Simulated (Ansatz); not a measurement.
# C2H4BN: basis-set convergence

The task here is to estimate one member of a computed series from the others.

Program: Ansatz 0.2.0, Gaussian basis. Level of theory: one geometry, several basis sets. These are calculated values, not measurements.

Levels to be run: PBE0-D4/def2-SVP; ωB97M-V/def2-SVP; PBE0-D4/def2-QZVPP; ωB97M-V/def2-QZVPP; the functionals' def2-TZVPP values are taken from earlier runs.

1 further run of the same task is left out (it didn't finish).

## The geometry

The geometry comes from an earlier relaxation with PBE0-D4 in a triple-zeta def2 set; it is a stationary point, not always the lowest conformer.

8 atoms, charge 0, spin multiplicity 1.

Atoms are counted from 1 here; the program's logs count them from 0.

Bond lengths: B1–C2 1.523 Å, B1–C4 1.749 Å, B1–H5 1.193 Å, B1–H6 1.193 Å, C2–N3 1.213 Å, C2–C4 1.602 Å, N3–C4 1.606 Å, C4–H7 1.081 Å, C4–H8 1.081 Å. Angles: C2–B1–C4 58.2°, C2–B1–H5 116.1°, C2–B1–H6 116.1°, C4–B1–H5 113.8°, C4–B1–H6 113.8°, H5–B1–H6 122.2°, B1–C2–N3 136.0°, B1–C2–C4 68.0°, N3–C2–C4 68.0°, C2–N3–C4 67.6°, B1–C4–C2 53.8°, B1–C4–N3 98.3°, B1–C4–H7 110.7°, B1–C4–H8 110.7°, C2–C4–N3 44.4°, C2–C4–H7 120.0°, C2–C4–H8 120.0°, N3–C4–H7 107.8° and more.

The first run:

File in.yaml:

```yaml
crystal:
  periodic: [false, false, false]
  atoms:
    - {symbol: B, position_ang: [-0.741354, 0.553566, -0.339332]}
    - {symbol: C, position_ang: [-0.694064, -0.676222, 0.557028]}
    - {symbol: N, position_ang: [0.172349, -1.401292, 0.997966]}
    - {symbol: C, position_ang: [0.766932, -0.228026, 0.076068]}
    - {symbol: H, position_ang: [-1.084119, 0.368099, -1.466914]}
    - {symbol: H, position_ang: [-0.908936, 1.598377, 0.211670]}
    - {symbol: H, position_ang: [1.368951, 0.413995, 0.704127]}
    - {symbol: H, position_ang: [1.212339, -0.685699, -0.796413]}
basis:
  gaussian: {orbitals: def2-SVP}
hamiltonian: {xc: pbe0, dispersion: d4}
output: {orbitals: {seedname: orbitals}}
```

Command:

```bash
ansatz run in.yaml --threads 2 --pin off --events-out ev --progress --plain --max-ram 4352MiB
```

Steps of the session up to this table: PBE0-D4 in def2-SVP; ωB97M-V in def2-SVP; PBE0-D4 in def2-QZVPP; ωB97M-V in def2-QZVPP.

One table of the session follows, with a row left open; its other results are not shown here.

| functional | basis | HOMO (eV) |
| --- | --- | --- |
| PBE0-D4 | def2-SVP | -9.04 |
| PBE0-D4 | def2-TZVPP | -9.07 |
| PBE0-D4 | def2-QZVPP | -9.08 |
| ωB97M-V | def2-SVP | -11.23 |
| ωB97M-V | def2-TZVPP | ? |
| ωB97M-V | def2-QZVPP | -11.30 |

Q: Estimate the row for ωB97M-V, def2-TZVPP from the others.

As computed: HOMO (eV): -11.29. In the column «HOMO (eV)» it lies between ωB97M-V, def2-QZVPP (-11.30) and ωB97M-V, def2-SVP (-11.23).
